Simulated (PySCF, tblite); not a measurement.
# C4H6F3SSi radical: geometry, infrared bands and EPR parameters

Wanted: the infrared bands and EPR parameters of C4H6F3SSi radical (`FC(F)(F)S[C@@H]1CC[SiH]1`), by calculation.

The runs use tblite 0.8.0 and PySCF 2.14.0, with density-fitted response routines of our own; the level of theory stands in each step. All values are computed, except where a source is named. Atoms are numbered from 0 throughout.

### 1 Starting geometry

15 atoms, charge 0, multiplicity 2; geometry from: force field or distance geometry start.

Bonds of the start (Å): F0–C1 1.38, C1–F2 1.38, C1–F3 1.39, C1–S4 1.82, S4–C5 1.80, C5–C6 1.52, C6–C7 1.52, C7–Si8 1.89, Si8–C5 1.87, C5–H9 1.09, C6–H10 1.12, C6–H11 1.09, C7–H12 1.11, C7–H13 1.11, Si8–H14 1.47.

### 2 Relaxing the molecule with GFN2-xTB

What the job is given:

```
{"job": {"kind": "relax", "xc": "GFN2-xTB", "basis": "xTB"}, "charge": 0, "multiplicity": 2}
F      2.250800     1.144500     0.073400
C      2.474400    -0.187800    -0.226300
F      3.661900    -0.264800    -0.921200
F      2.532800    -0.940600     0.938700
S      1.098500    -0.893400    -1.180700
C     -0.362500     0.070200    -0.776100
C     -0.498300     0.173700     0.736600
C     -1.923700     0.613600     0.453100
Si    -1.971100    -0.880900    -0.699600
H     -0.435900     1.024500    -1.307300
H     -0.550600    -0.823500     1.254100
H      0.132900     0.916600     1.231800
H     -2.599500     0.554400     1.329500
H     -1.959200     1.588600    -0.081100
H     -1.855100    -2.087300     0.130400
```

The run is started by

```console
> OMP_NUM_THREADS=1 python probes_run.py task.json out
```

One launch serves the whole session: the jobs run in the order shown.

The log of the run:

```text
step      E/eV     max force
  0    -834.23188    2.993
  1    -834.66368    1.347
  2    -834.95054    1.082
  3    -835.05599    0.821
  4    -835.15690    0.630
  5    -835.19974    0.589
  6    -835.25430    0.455
  7    -835.28232    0.499
  8    -835.31175    0.494
  9    -835.33502    0.392
 10    -835.36015    0.419
 11    -835.38586    0.425
 12    -835.41616    0.559
 13    -835.45170    0.584
 14    -835.48639    0.398
 15    -835.51113    0.407
 16    -835.52797    0.366
 17    -835.54680    0.411
 18    -835.56996    0.372
 19    -835.58945    0.283
 20    -835.60112    0.240
 21    -835.61012    0.249
 22    -835.61736    0.213
 23    -835.62239    0.244
 24    -835.62675    0.204
 25    -835.63106    0.166
 26    -835.63479    0.183
 27    -835.63920    0.217
 28    -835.64323    0.159
 29    -835.64585    0.128
 30    -835.64740    0.116
 31    -835.64889    0.119
 32    -835.65066    0.120
 33    -835.65249    0.115
 34    -835.65402    0.108
 35    -835.65521    0.089
 36    -835.65642    0.089
 37    -835.65805    0.118
 38    -835.65999    0.110
 39    -835.66169    0.123
 40    -835.66306    0.108
 41    -835.66423    0.091
 42    -835.66583    0.098
 43    -835.66734    0.111
 44    -835.66892    0.082
 45    -835.66991    0.066
 46    -835.67082    0.076
 47    -835.67181    0.110
 48    -835.67299    0.107
 49    -835.67405    0.074
 50    -835.67490    0.068
 51    -835.67570    0.078
 52    -835.67661    0.094
 53    -835.67750    0.075
 54    -835.67825    0.075
 55    -835.67886    0.107
 56    -835.67932    0.104
 57    -835.67995    0.070
 58    -835.68056    0.068
 59    -835.68098    0.054
 60    -835.68163    0.079
 61    -835.68224    0.071
 62    -835.68256    0.057
 63    -835.68277    0.053
 64    -835.68296    0.038
 65    -835.68320    0.036
 66    -835.68339    0.040
 67    -835.68374    0.045
 68    -835.68415    0.047
 69    -835.68477    0.059
 70    -835.68562    0.086
 71    -835.68659    0.085
 72    -835.68555    0.279
 73    -835.68739    0.145
 74    -835.68804    0.045
 75    -835.68868    0.051
 76    -835.68943    0.056
 77    -835.69012    0.071
 78    -835.69104    0.061
 79    -835.69158    0.058
 80    -835.69250    0.062
 81    -835.69322    0.064
 82    -835.69390    0.091
 83    -835.69448    0.046
 84    -835.69490    0.056
 85    -835.69516    0.038
 86    -835.69534    0.039
 87    -835.69566    0.038
 88    -835.69593    0.046
 89    -835.69618    0.036
 90    -835.69634    0.038
 91    -835.69650    0.040
 92    -835.69667    0.035
 93    -835.69688    0.032
 94    -835.69706    0.030
 95    -835.69725    0.029
 96    -835.69738    0.022
 97    -835.69747    0.030
 98    -835.69754    0.020
 99    -835.69762    0.019
100    -835.69771    0.021
101    -835.69778    0.018
102    -835.69783    0.013
103    -835.69787    0.013
104    -835.69791    0.014
105    -835.69797    0.019
106    -835.69804    0.025
107    -835.69814    0.034
108    -835.69829    0.042
109    -835.69853    0.053
110    -835.69887    0.058
111    -835.69930    0.062
112    -835.69971    0.050
113    -835.69998    0.035
114    -835.70027    0.037
115    -835.70056    0.036
116    -835.70079    0.032
117    -835.70087    0.036
118    -835.70096    0.017
119    -835.70099    0.014
120    -835.70102    0.008
```

Run time: 0.81 s. Hardware: 1 thread of Arm Neoverse V2, shared host.

Along the way: (not every step is listed)

```csv
step,energy from step 0 (eV),largest force (eV/Å)
0,0.0000,2.9932
1,-0.4318,1.3473
2,-0.7187,1.0818
3,-0.8241,0.8206
4,-0.9250,0.6299
5,-0.9679,0.5889
6,-1.0224,0.4548
7,-1.0504,0.4993
8,-1.0799,0.4935
18,-1.3381,0.3719
28,-1.4113,0.1593
38,-1.4281,0.1101
48,-1.4411,0.1067
58,-1.4487,0.0677
68,-1.4523,0.0469
78,-1.4592,0.0612
88,-1.4640,0.0456
98,-1.4657,0.0197
108,-1.4664,0.0419
115,-1.4687,0.0361
116,-1.4689,0.0317
117,-1.4690,0.0362
118,-1.4691,0.0175
119,-1.4691,0.0137
120,-1.4691,0.0082
```

Distances of close pairs at the start and the end, largest changes first:

```csv
bond,before (Å),after (Å),change (Å)
C5–Si8,1.870,1.938,+0.068
C1–F3,1.388,1.339,-0.050
C1–F2,1.378,1.329,-0.049
F0–C1,1.384,1.338,-0.046
C6–H10,1.125,1.090,-0.035
C7–Si8,1.888,1.922,+0.034
C7–H13,1.112,1.088,-0.024
S4–C5,1.796,1.817,+0.021
```

The end geometry stands in the next job.

### 3 Vibrational analysis with GFN2-xTB

What the job is given:

```
{"job": {"kind": "ir", "xc": "GFN2-xTB", "basis": "xTB"}, "charge": 0, "multiplicity": 2}
F      2.687249     0.773143    -1.139633
C      2.539555    -0.288578    -0.338679
F      3.635085    -1.032961    -0.452273
F      2.503999     0.185985     0.912585
S      1.055888    -1.254913    -0.752555
C     -0.186032     0.063563    -0.606777
C     -0.580659     0.439299     0.827903
C     -2.116017     0.379793     0.735960
Si    -2.002876    -0.507145    -0.965635
H      0.184175     0.901783    -1.193755
H     -0.208398    -0.305643     1.530515
H     -0.197045     1.413797     1.130175
H     -2.582241    -0.171895     1.549426
H     -2.562074     1.371795     0.715739
H     -2.175022    -1.960035    -0.997530
```

The log of the run:

```text
mode    cm-1     km/mol
  1      27.8      0.09
  2      54.5      0.09
  3      63.3      0.14
  4     103.0      0.93
  5     180.0     10.17
  6     248.7      0.22
  7     287.2      1.09
  8     338.7      3.07
  9     430.8     18.35
 10     439.2     15.98
 11     474.6     16.82
 12     480.2      6.22
 13     490.9     25.79
 14     541.6     50.24
 15     619.4     21.56
 16     675.0     17.71
 17     692.5     48.32
 18     720.3     68.93
 19     810.3     17.65
 20     885.4     13.00
 21     985.2      7.60
 22    1006.8    270.53
 23    1035.9      4.28
 24    1037.6    284.50
 25    1052.3      4.48
 26    1087.3    266.15
 27    1111.4      2.16
 28    1160.9      0.76
 29    1201.6      4.00
 30    1224.1      8.58
 31    1282.0      0.96
 32    1460.8      0.62
 33    1482.0      2.11
 34    2246.3    254.23
 35    2976.4      6.21
 36    2988.9     11.99
 37    3000.1     17.57
 38    3010.6     32.38
 39    3015.7     14.98
```

It took 0.52 s on 1 thread of Arm Neoverse V2, shared host.

The strongest bands and the atoms that carry them (share of the mass-weighted mode):

```csv
cm⁻¹,km/mol,atoms
542,50.2,"H14 38 %, Si8 31 %"
692,48.3,"C7 27 %, Si8 17 %, C5 14 %"
720,68.9,"H12 33 %, H13 20 %, C7 19 %"
1007,270.5,"C1 62 %, F3 16 %, F0 11 %"
1038,284.5,"C1 72 %, F0 15 %, F3 12 %"
1087,266.1,"C1 71 %, F2 25 %"
2246,254.2,H14 97 %
3011,32.4,"H10 63 %, H12 24 %"
```

### 4 g tensor and hyperfine couplings: B3LYP/pcH-1

Settings changed since step 3:

```diff
@@ -1,2 +1,2 @@
-{"job": {"kind": "ir", "xc": "GFN2-xTB", "basis": "xTB"}, "charge": 0, "multiplicity": 2}
+{"job": {"kind": "epr", "basis": "pcH-1"}, "charge": 0, "multiplicity": 2}
 F      2.687249     0.773143    -1.139633
```

With the program's defaults for keys left out, this is: UKS B3LYP, pcH-1 on C F H S Si, non-relativistic, mean-field spin-orbit, GIAO.

The log of the run:

```text
UKS, coarse grid
  cycle   1  E = -1143.03377452  |g| = 7.26e-01
  cycle   2  E = -1142.73962772  |g| = 1.20e+00
  cycle   3  E = -1143.21741385  |g| = 5.45e-02
  cycle   4  E = -1143.21807123  |g| = 4.20e-02
  cycle   5  E = -1143.21891178  |g| = 1.10e-02
  cycle   6  E = -1143.21896218  |g| = 3.35e-03
  cycle   7  E = -1143.21896768  |g| = 7.80e-04
UKS, final grid
  cycle   1  E = -1143.21889069  |g| = 1.12e-03
  cycle   2  E = -1143.21888971  |g| = 1.85e-03
  cycle   3  E = -1143.21889132  |g| = 1.23e-04
  cycle   4  E = -1143.21889133  |g| = 3.34e-05
  cycle   5  E = -1143.21889133  |g| = 2.10e-05
E = -1143.21889133 Eh   <S^2> = 0.7513 (exact 0.7500)
g shifts (ppm)      1          2          3
  rmc          -141       -141       -141
  gc             33         44         77
  oz_so        -225        310       2904
  total        -333        212       2840
hyperfine (MHz)  atom isotope    a_iso     a_fc   dipolar eigenvalues
    0   19F       0.85       0.84     -1.27     -0.97      2.25
    1   13C      10.75      10.75     -0.81     -0.66      1.47
    2   19F       7.79       7.77     -3.80     -3.77      7.56
    3   19F       2.27       2.26     -1.34     -0.81      2.15
    4   33S      13.02      13.02     -0.70     -0.33      1.04
    5   13C       9.89       9.84     -5.77     -5.13     10.90
    6   13C      18.83      18.83     -2.55     -1.68      4.23
    7   13C      13.91      13.85     -8.04     -7.05     15.09
    8  29Si    -485.77    -486.74   -166.83     82.26     84.57
    9    1H      14.52      14.51     -4.23     -2.94      7.17
   10    1H       3.47       3.47     -2.00     -1.19      3.19
   11    1H      25.63      25.63     -1.85     -0.87      2.72
   12    1H      17.79      17.79     -4.84     -0.42      5.26
   13    1H      11.02      11.02     -5.06     -3.09      8.15
   14    1H      78.30      78.29     -8.98      1.30      7.68
```

It took 2 min on 1 thread of Arm Neoverse V2, shared host; peak memory 1.1 GiB.

Principal g values 2.00199, 2.00253, 2.00516; g(iso) = 2.00323, against 2.00232 for a free electron.

Hyperfine couplings; where a row names several nuclei, a(iso) is their mean (it holds for fast rotation or exchange) and the dipolar term the largest among them:

```csv
nuclei,isotope,a(iso) (MHz),"a(iso) (G, at g = 2.0023)",largest dipolar term (MHz)
Si8,29Si,-485.8,-173.3,-166.8
H14,1H,78.3,27.9,-9.0
H11,1H,25.6,9.1,2.7
C6,13C,18.8,6.7,4.2
H12,1H,17.8,6.3,5.3
H9,1H,14.5,5.2,7.2
C7,13C,13.9,5.0,15.1
S4,33S,13.0,4.6,1.0
H13,1H,11.0,3.9,8.2
C1,13C,10.7,3.8,1.5
C5,13C,9.9,3.5,10.9
"F0, F2, F3",19F,3.6,1.3,7.6
H10,1H,3.5,1.2,3.2
```

Mulliken spin populations:

F0 0.00; C1 0.01; F2 0.00; F3 0.00; S4 0.00; C5 0.02; C6 0.00; C7 0.04; Si8 0.88; H9 0.00; H10 0.00; H11 0.01; H12 0.00; H13 0.00; H14 0.03

In first order the couplings over 0.8 MHz of 1H, 19F give 256 distinct lines over 57.7 G, if the averaged nuclei exchange fast; the same motion can average rows kept apart here too.

Orbitals, density, ELF and potential are computed afterwards from the orbital file.

ELF in a plane through or near 5 of the atoms.

Ten even steps from ' ' (0.00) to '@' (1.00):
```
                                                        
                                                        
                                                        
                                                        
                                                        
              ......        ....                        
            ::**####++..  ..::::..    ....              
            ::%%%%##%%--  ::****--..::++++::            
        ..    ++######::  **@@%%**==**@@@@%%::          
      ::**##**--====..    ::**##====##@@@@%%--          
      --####****==**==++--  ..::..--++####==..          
      ::######==--##++::##==..    ::==--..              
        --****....++..++++++..  ::====::..              
        ..::..  ::##**==##==  ..##@@@@**..              
                --##%%@@**..  ..@@@@@@@@**              
                ::++####--    --@@@@@@@@##              
                  ..::..      ..@@@@@@@@==              
                                ::====..                
                                                        
                                                        
```
The map spans 12.6 Å across and 10.1 Å up, centred on the molecule. Atoms in the plane (x, y in Å): F2 (-3.7, -0.5), F3 (-2.3, 1.2), S4 (-1.3, -1.3), H12 (2.8, 0.5), H14 (1.8, -2.5).

On the surface of density 0.002 e/bohr³ the electrostatic potential runs, from the 1st to the 99th percentile, from -0.58 V near S4 to 1.15 V near H14.

The spin density lies nearest to Si8 70 %; H14 11 %.

### 5 What came out

```
                                                                  quantity                    value
                                 strongest single infrared mode (GFN2-xTB)    1038 cm⁻¹, 284 km/mol
                                              zero-point energy (GFN2-xTB)            58.5 kcal/mol
                                                            g(iso) (B3LYP)                  2.00323
                                                                      ⟨S²⟩       0.751 (exact 0.75)
                                        largest a(iso) (averaged by class)  29Si on Si8, -485.8 MHz
potential on the surface of density 0.002 e/bohr³, 1st and 99th percentile       -0.58 V and 1.15 V
```

In words: Relaxing lowered the energy by 1.469 eV in 120 steps; the close pair that moved most is C5–Si8, from 1.870 to 1.938 Å. All 39 modes are real, so the xTB geometry is a minimum. GFN2-xTB is a fitted tight-binding method: band positions and strengths are rough. Its intensities can rank the bands wrongly. Si8 carries the largest spin population, 0.88 e. The isotropic g lies 0.9 ppt above the free-electron value. These values are for one conformer; the search (at its own cheap level) found 2 more, at 0.19, 1.04 kcal/mol, and measured spectra average over such forms.
